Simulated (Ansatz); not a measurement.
# H₇NOSiSn: up Jacob's ladder to CCSD(T)

Aim: compute H₇NOSiSn with functionals from several rungs and with coupled cluster. The yardstick is the atomisation energy at the CCSD(T) limit.

Method: functionals in def2-TZVPP, the program's frozen cores in correlated methods; program: Ansatz 0.2.0, Gaussian basis.

Levels to be run: PBE-D4, r2SCAN-D4, PBE0-D4, B3LYP-D4, ωB97X-V, ωB97M-V, B2PLYP; CCSD(T)/def2-TZVPP; MP2/def2-QZVPP; extrapolation to the limit.

### Step 1. The geometry

An earlier PBE0-D4 in a triple-zeta def2 set relaxation fixed the geometry. Sn takes the def2 core potential; no spin-orbit term is included.

SMILES `[OH][SnH2][NH][SiH3]`, 11 atoms, charge 0, spin multiplicity 1.

Atoms are counted from 1 here; the program's logs count them from 0.

Bond lengths: O1–Sn2 1.967 Å, O1–H5 0.960 Å, Sn2–N3 2.016 Å, Sn2–H6 1.698 Å, Sn2–H7 1.702 Å, N3–Si4 1.717 Å, N3–H8 1.010 Å, Si4–H9 1.490 Å, Si4–H10 1.491 Å, Si4–H11 1.488 Å. Angles: Sn2–O1–H5 113.2°, O1–Sn2–N3 108.6°, O1–Sn2–H6 102.6°, O1–Sn2–H7 110.4°, N3–Sn2–H6 110.5°, N3–Sn2–H7 106.5°, H6–Sn2–H7 118.0°, Sn2–N3–Si4 128.0°, Sn2–N3–H8 114.4°, Si4–N3–H8 117.3°, N3–Si4–H9 112.7°, N3–Si4–H10 113.1°, N3–Si4–H11 106.7°, H9–Si4–H10 106.9°, H9–Si4–H11 108.9°, H10–Si4–H11 108.5°.

### Step 2. PBE-D4 (GGA)

Input file in.yaml:

```yaml
crystal:
  periodic: [false, false, false]
  atoms:
    - {symbol: O, position_ang: [-2.133312, 1.596762, 0.560982]}
    - {symbol: Sn, position_ang: [-0.319087, 1.495036, -0.191242]}
    - {symbol: N, position_ang: [0.045502, -0.412615, -0.733123]}
    - {symbol: Si, position_ang: [0.980328, -1.588440, 0.098097]}
    - {symbol: H, position_ang: [-2.275565, 0.987130, 1.288675]}
    - {symbol: H, position_ang: [-0.431190, 2.490802, -1.561483]}
    - {symbol: H, position_ang: [0.838161, 1.891410, 0.992723]}
    - {symbol: H, position_ang: [-0.465423, -0.719285, -1.548706]}
    - {symbol: H, position_ang: [2.061656, -2.166027, -0.749295]}
    - {symbol: H, position_ang: [0.166997, -2.732898, 0.600894]}
    - {symbol: H, position_ang: [1.597533, -0.898877, 1.263078]}
basis:
  gaussian: {orbitals: def2-TZVPP}
hamiltonian: {xc: pbe, dispersion: d4}
output: {forces: true, orbitals: {seedname: orbitals}}
```

The run is started by

```bash
> ansatz run in.yaml --threads 4 --pin off --events-out ev --progress --plain --max-ram 10444MiB
```

The runs that follow: r2SCAN-D4 (meta-GGA); PBE0-D4 (hybrid); B3LYP-D4 (hybrid); ωB97X-V (range-separated); ωB97M-V (range-separated); B2PLYP (double hybrid); CCSD(T) in def2-TZVPP; MP2 in def2-QZVPP.

**Question.** What will the summary of the whole plan be? Wanted: atomisation energy, CCSD(T)/CBS; farthest; mean size of error, hybrid; mean size of error, range-separated; gap, smallest and largest; T1 diagnostic; triples share of the correlation energy.

**Answer**, as computed:

```
                               quantity                                 value
        atomisation energy, CCSD(T)/CBS                         3340.1 kJ/mol
 functionals within 33.4 kJ/mol (1.0 %)                      ωB97X-V, ωB97M-V
                               farthest                PBE0-D4 (-92.7 kJ/mol)
             mean size of error, hybrid                           66.9 kJ/mol
    mean size of error, range-separated                           14.7 kJ/mol
              gap, smallest and largest  4.81 eV (PBE-D4), 11.39 eV (ωB97X-V)
                          T1 diagnostic                                0.0132
triples share of the correlation energy                                 3.3 %
```

What this shows: PBE-D4 misses by -37.2 kJ/mol. Double hybrids carry the basis error of their MP2 part in triple zeta, and no dispersion term here, so their miss is partly the set-up's. The reference freezes the cores and leaves out spin-orbit coupling and excitations past (T), and its outer-core shells are covered unevenly, so misses under about 33.4 kJ/mol can't be ranked. All levels share the lack of spin-orbit coupling, which lowers the free heavy atoms and so the true binding. Hartree-Fock recovers 68 % of the binding; the rest is correlation. Orbital gaps span 4.8 to 11.4 eV; exact exchange widens them. Correlated methods include outer-core shells of Sn, which these sets cover unevenly.
